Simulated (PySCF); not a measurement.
# C3H7FSeSi: the cost of one run

Programs: PySCF 2.14.0, with density-fitted response routines of our own. Each step states its level of theory. These are calculated values for one molecule in the gas phase, unless marked as measured. Atoms are numbered from 0 throughout.

## Step 1: Starting geometry

13 atoms, charge 0, multiplicity 1; geometry from: GFN2-xTB.

Bonds of the start (Å): C0–C1 1.51, C1–F2 1.37, C1–C3 1.53, C3–Si4 1.91, Si4–Se5 2.29, Se5–C1 2.03, C0–H6 1.09, C0–H7 1.09, C0–H8 1.09, C3–H9 1.09, C3–H10 1.09, Si4–H11 1.46, Si4–H12 1.46.

## Step 2: Excited states and response: B3LYP/def2-SVPD

The job: settings as JSON, then the geometry in Å.

```
{"job": {"kind": "uv", "xc": "B3LYP", "basis": "def2-SVPD", "nstates": 8, "ntriplets": 3}, "charge": 0, "multiplicity": 1}
C      1.690001    -0.151915    -0.463151
C      0.590431     0.057090     0.552115
F      1.123307     0.647536     1.669036
C     -0.620460     0.843182     0.041279
Si    -1.892720    -0.574965    -0.031521
Se    -0.251176    -1.710290     1.095869
H      2.484430    -0.757073    -0.029755
H      1.290648    -0.660184    -1.337318
H      2.104247     0.811953    -0.759075
H     -0.399287     1.364847    -0.888602
H     -0.890324     1.596033     0.781600
H     -3.118952    -0.369441     0.730521
H     -2.114534    -1.096287    -1.378725
```

Level: TDDFT B3LYP/def2-SVPD, vertical, gas phase, core orbitals frozen in the response.

Started as:

```sh
OMP_NUM_THREADS=1 python probes_run.py task.json out
```

One launch serves the whole session: the jobs run in the order shown.

**Question.** How long does this job take on 1 thread of Intel Xeon at 2.50GHz, shared host, and how much memory does it need?

About 80 s, with a peak of 0.78 GiB.
